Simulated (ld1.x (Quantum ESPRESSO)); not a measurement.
# Changing the settings of a PAW potential for B, part 2 of 2

One potential is built and tested. Then one design choice at a time is changed, to learn what it costs or gains.

ld1.x (Quantum ESPRESSO) 7.5; first potential PBE, scalar-relativistic. The steps go on from the part before.

## Step 6: Variant: waves 2s channel at -1.28 Ry: rcut 0.80, rcutus 1.15 bohr

The input, B.in:

```
 &input
   title='B', zed=5., rel=1, dft='PBE', iswitch=3,
   config='[He] 2s2 2p0 3d-2',
   nld=3, rlderiv=2.40, eminld=-3.0, emaxld=5.0, deld=0.02
 /
 &inputp
   pseudotype=3, lpaw=.true., tm=.true., lloc=-1, rcloc=2.20,
   nlcc=.true., new_core_ps=.true., rcore=1.05,
   which_augfun='PSQ', rmatch_augfun_nc=.true.,
   file_pseudopw='B.UPF', file_wfcaegen='ae.wfc', file_wfcncgen='nc.wfc', file_beta='beta', file_chi='chi', file_wfcusgen='us.wfc'
 /
6
2S  1  0   2.00   0.00  0.80  1.15  0.0
2S  1  0   0.00  -1.28  0.80  1.15  0.0
2P  2  1   0.00   0.00  1.60  2.20  0.0
2P  2  1   0.00  -0.35  1.60  2.20  0.0
3D  3  2  -2.00   0.40  1.55  1.90  0.0
3D  3  2  -2.00   3.00  1.55  1.90  0.0
 &test
   configts(1)='2s2 2p0'
 /
```

Command:

```
$ ld1.x < B.in > B.out
```

What the program wrote to B.out (without the banner and most projector matrices):

```text
     Program LD1 v.7.5
     [... all-electron run as in step 2 ...]


     --------------------- Generating PAW atomic setup --------------------

      Generating local potential from pseudized AE potential:
      Matching radius rcloc =   2.2000

      Local pseudo, rcloc= 2.205 Estimated cut-off energy=     4.77 Ry

      Computing core charge for nlcc:

       r > 1.05 : true rho core
      Core charge pseudized with two Bessel functions
      Integrated core pseudo-charge :   0.30
      Wfc-us  2S rcutus= 1.151  Estimated cut-off energy=    31.60 Ry
      Wfc-us  2S rcutus= 1.151  Estimated cut-off energy=    31.80 Ry
      Wfc-us  2P rcutus= 2.205  Estimated cut-off energy=    16.22 Ry
      Wfc-us  2P rcutus= 2.205  Estimated cut-off energy=    20.64 Ry
      Wfc-us  3D rcutus= 1.898  Estimated cut-off energy=    29.44 Ry
      Wfc-us  3D rcutus= 1.898  Estimated cut-off energy=    34.18 Ry

     Required augmentation: PSQ   radius:    2.200000

     Q pseudized with Bessel functions
     Expected ecutrho=     498.1954 due to l1=  0   l2=  2

     Estimated PAW energy =  -10.365228 Ryd

     The PAW screened D coefficients
     0.24237     0.27929     0.00000     0.00000     0.00000     0.00000
     0.27929     0.32170     0.00000     0.00000     0.00000     0.00000
     0.00000     0.00000    -0.44728    -0.29724     0.00000     0.00000
     0.00000     0.00000    -0.29724    -0.19217     0.00000     0.00000
     0.00000     0.00000     0.00000     0.00000    -0.04120    -0.06241
     0.00000     0.00000     0.00000     0.00000    -0.06241    -0.07261

     The PAW descreened D coefficients (US)
     0.31995     0.36563     0.00000     0.00000     0.00000     0.00000
     0.36563     0.41776     0.00000     0.00000     0.00000     0.00000
     0.00000     0.00000     0.05567     0.08829     0.00000     0.00000
     0.00000     0.00000     0.08829     0.09953     0.00000     0.00000
     0.00000     0.00000     0.00000     0.00000    -0.05063    -0.06331
     0.00000     0.00000     0.00000     0.00000    -0.06331    -0.05651

     ------------------- End of pseudopotential generation -------------------

     [... all-electron run as in step 2 ...]


     Computing logarithmic derivative in   2.39129
     Computing logarithmic derivative in   2.39129
     Computing the partial wave expansion
     R is outside the sphere for l=    0 j= 0.00
     R is outside the sphere for l=    0 j= 0.00
     R is outside the sphere for l=    1 j= 0.00
     R is outside the sphere for l=    1 j= 0.00
     R is outside the sphere for l=    2 j= 0.00
     R is outside the sphere for l=    2 j= 0.00

     ---------------------- Testing the pseudopotential ----------------------

     B
     scalar relativistic calculation

     atomic number is  5.00   valence charge is  3.00
     dft = SLA  PW   PBX  PBC   lsd =0 sic =0 latt =0  beta=0.20 tr2=1.0E-14
     mesh =1059 r(mesh) = 101.04461 xmin = -7.00 dx = 0.01250

     n l     nl             e AE (Ry)        e PS (Ry)    De AE-PS (Ry)
     1 0     2S   1( 2.00)       -1.43403       -1.43403        0.00000
     2 1     2P   1( 0.00)       -0.98227       -0.98227        0.00000

     eps = 1.3E-16  iter =  3

     Etot =     -48.602552 Ry,     -24.301276 Ha,    -661.271412 eV
     Etotps =   -10.365230 Ry,      -5.182615 Ha,    -141.026133 eV

     Ekin =       5.059493 Ry,       2.529746 Ha,      68.837903 eV
     Encl =     -10.373978 Ry,      -5.186989 Ha,    -141.145158 eV
     Ehrt =       2.036851 Ry,       1.018425 Ha,      27.712765 eV
     Ecxc =      -7.087595 Ry,      -3.543797 Ha,     -96.431642 eV
     (Ecc =      -0.273173 Ry,      -0.136587 Ha,      -3.716709 eV)

     ---------------------- End of pseudopotential test ----------------------
```

Run time: 1.7 s. Hardware: 1 thread, shared host. This counts the later configuration tests of the new file too.

The new file went through the configuration test as well (its log is not shown).

Energies count from the reference configuration 2s2 2p0; the error is all-electron less pseudo.

```tsv
valence configuration	charge	ΔE all-electron (eV)	error AE − PS (meV)
2s2 2p1	0	-8.220	+1.0
2s1 2p0	+2	25.422	-1.2
2s2 2p0.5	+0.5	-5.332	+0.4
2s2 2p1.3	-0.3	-8.958	+1.3
2s1 2p1	+1	6.141	-0.6
2s0 2p3	0	3.501	-0.7
2s1 2p2	0	-2.369	+1.1
```

With this change the loose cutoff stays at 21 Ry, the largest test error goes from -1.7 to +1.3 meV and there is no bound ghost.

## Step 7: Changed: waves 2s channel at 3.9 Ry: rcut 0.80, rcutus 1.15 bohr

Changes to B.in since step 6:

```diff
@@ -13,3 +13,3 @@
 2S  1  0   2.00   0.00  0.80  1.15  0.0
-2S  1  0   0.00  -1.28  0.80  1.15  0.0
+2S  1  0   0.00   3.90  0.80  1.15  0.0
 2P  2  1   0.00   0.00  1.60  2.20  0.0
```

Command:

```
$ ld1.x < B.in > B.out
```

The output, B.out (without the banner and most projector matrices):

```text
     Program LD1 v.7.5
     [... all-electron run as in step 2 ...]


     --------------------- Generating PAW atomic setup --------------------

      Generating local potential from pseudized AE potential:
      Matching radius rcloc =   2.2000

      Local pseudo, rcloc= 2.205 Estimated cut-off energy=     4.77 Ry

      Computing core charge for nlcc:

       r > 1.05 : true rho core
      Core charge pseudized with two Bessel functions
      Integrated core pseudo-charge :   0.30
      Wfc-us  2S rcutus= 1.151  Estimated cut-off energy=    31.60 Ry
      Wfc-us  2S rcutus= 1.151  Estimated cut-off energy=    41.19 Ry
      Wfc-us  2P rcutus= 2.205  Estimated cut-off energy=    16.22 Ry
      Wfc-us  2P rcutus= 2.205  Estimated cut-off energy=    20.64 Ry
      Wfc-us  3D rcutus= 1.898  Estimated cut-off energy=    29.44 Ry
      Wfc-us  3D rcutus= 1.898  Estimated cut-off energy=    34.18 Ry

     Required augmentation: PSQ   radius:    2.200000

     Q pseudized with Bessel functions
     Expected ecutrho=     538.7681 due to l1=  0   l2=  2

     Estimated PAW energy =  -10.365228 Ryd

     The PAW screened D coefficients
     0.24237     0.46090     0.00000     0.00000     0.00000     0.00000
     0.46090     0.72079     0.00000     0.00000     0.00000     0.00000
     0.00000     0.00000    -0.44728    -0.29724     0.00000     0.00000
     0.00000     0.00000    -0.29724    -0.19217     0.00000     0.00000
     0.00000     0.00000     0.00000     0.00000    -0.04120    -0.06241
     0.00000     0.00000     0.00000     0.00000    -0.06241    -0.07261

     The PAW descreened D coefficients (US)
     0.31995     0.50772     0.00000     0.00000     0.00000     0.00000
     0.50772     0.70421     0.00000     0.00000     0.00000     0.00000
     0.00000     0.00000     0.05567     0.08829     0.00000     0.00000
     0.00000     0.00000     0.08829     0.09953     0.00000     0.00000
     0.00000     0.00000     0.00000     0.00000    -0.05063    -0.06331
     0.00000     0.00000     0.00000     0.00000    -0.06331    -0.05651

     ------------------- End of pseudopotential generation -------------------

     [... all-electron run as in step 2 ...]


     Computing logarithmic derivative in   2.39129
     Computing logarithmic derivative in   2.39129
     Computing the partial wave expansion
     R is outside the sphere for l=    0 j= 0.00
     R is outside the sphere for l=    0 j= 0.00
     R is outside the sphere for l=    1 j= 0.00
     R is outside the sphere for l=    1 j= 0.00
     R is outside the sphere for l=    2 j= 0.00
     R is outside the sphere for l=    2 j= 0.00

     ---------------------- Testing the pseudopotential ----------------------

     B
     scalar relativistic calculation

     atomic number is  5.00   valence charge is  3.00
     dft = SLA  PW   PBX  PBC   lsd =0 sic =0 latt =0  beta=0.20 tr2=1.0E-14
     mesh =1059 r(mesh) = 101.04461 xmin = -7.00 dx = 0.01250

     n l     nl             e AE (Ry)        e PS (Ry)    De AE-PS (Ry)
     1 0     2S   1( 2.00)       -1.43403       -1.43403        0.00000
     2 1     2P   1( 0.00)       -0.98227       -0.98227        0.00000

     eps = 1.3E-16  iter =  3

     Etot =     -48.602552 Ry,     -24.301276 Ha,    -661.271412 eV
     Etotps =   -10.365230 Ry,      -5.182615 Ha,    -141.026133 eV

     Ekin =       5.059493 Ry,       2.529746 Ha,      68.837903 eV
     Encl =     -10.373978 Ry,      -5.186989 Ha,    -141.145158 eV
     Ehrt =       2.036851 Ry,       1.018425 Ha,      27.712765 eV
     Ecxc =      -7.087595 Ry,      -3.543797 Ha,     -96.431642 eV
     (Ecc =      -0.273173 Ry,      -0.136587 Ha,      -3.716709 eV)

     ---------------------- End of pseudopotential test ----------------------
```

It took 1.7 s on 1 thread, shared host. (Generation and the later configuration tests together.)

The test run was repeated on this file; only its results are given.

Energies count from the reference configuration 2s2 2p0; the error is all-electron less pseudo.

| valence configuration | charge | ΔE all-electron (eV) | error AE − PS (meV) |
| --- | --- | --- | --- |
| 2s2 2p1 | 0 | -8.220 | +0.3 |
| 2s1 2p0 | +2 | 25.422 | -1.9 |
| 2s2 2p0.5 | +0.5 | -5.332 | +0.1 |
| 2s2 2p1.3 | -0.3 | -8.958 | +0.4 |
| 2s1 2p1 | +1 | 6.141 | -0.6 |
| 2s0 2p3 | 0 | 3.501 | -0.7 |
| 2s1 2p2 | 0 | -2.369 | +0.5 |

Against the first potential, the loose cutoff stays at 21 Ry, the largest test error goes from -1.7 to -1.9 meV and there is no bound ghost.

## Step 8: Results

This closing draws on all 2 parts.

Cutoffs, loose and tight: the cutoffs (Ry, on a coarse ladder) from which the occupation-weighted sum of valence levels, in a spherical-Bessel basis at the reference potential, stays within 10 and 1 mRy of its value at 400 Ry; empty and scattering waves don't count. The number of plane waves in a given cell goes as the cutoff to the power 3/2; it is given for the loose cutoff, relative to the first potential. Test errors are all-electron less pseudo. The phase difference is the largest within 1 Ry of zero, over the channels with partial waves. The table holds 4 more runs of the series, not printed above.

| change | outcome | cutoff, loose | cutoff, tight | plane waves, relative | bound ghosts | largest test error (meV) | phase difference near zero (rad) | lowest overlap eigenvalue (Bessel basis) |
| --- | --- | --- | --- | --- | --- | --- | --- | --- |
| first potential | generated | 21 Ry | 30 Ry | 1.00 | none | -1.7 | 0.001 | 0.741 |
| waves 2s channel at -1.28 Ry: rcut 0.80, rcutus 1.15 bohr | generated | 21 Ry | 30 Ry | 1.00 | none | +1.3 | 0.001 | 0.736 |
| waves 2s channel at 3.9 Ry: rcut 0.80, rcutus 1.15 bohr | generated | 21 Ry | 30 Ry | 1.00 | none | -1.9 | 0.001 | 0.749 |
| waves 2s channel at -1.14 Ry: rcut 0.80, rcutus 1.15 bohr | generated | 21 Ry | 30 Ry | 1.00 | none | -1.4 | 0.001 | 0.737 |
| waves 2s channel at -0.8 Ry: rcut 0.80, rcutus 1.15 bohr | generated | 21 Ry | 30 Ry | 1.00 | none | -1.5 | 0.001 | 0.737 |
| waves 2s channel at -0.15 Ry: rcut 0.80, rcutus 1.15 bohr | generated | 21 Ry | 30 Ry | 1.00 | none | -1.6 | 0.001 | 0.739 |
| waves 2s channel at 1.21 Ry: rcut 0.80, rcutus 1.15 bohr | generated | 21 Ry | 30 Ry | 1.00 | none | -1.7 | 0.001 | 0.742 |

In words: Among those with the same tests, the variant "waves 2s channel at -1.28 Ry: rcut 0.80, rcutus 1.15 bohr" has the smallest worst error, +1.3 meV.

The first potential by itself. The worst unpolarised test, 2s1 2p0, is off by 1.7 meV on 25.4 eV; by total energies transferability rates as very good. The potential is soft on the atom at that tolerance: the looser tolerance needs 21 Ry. It is free of bound ghosts as far as tested.
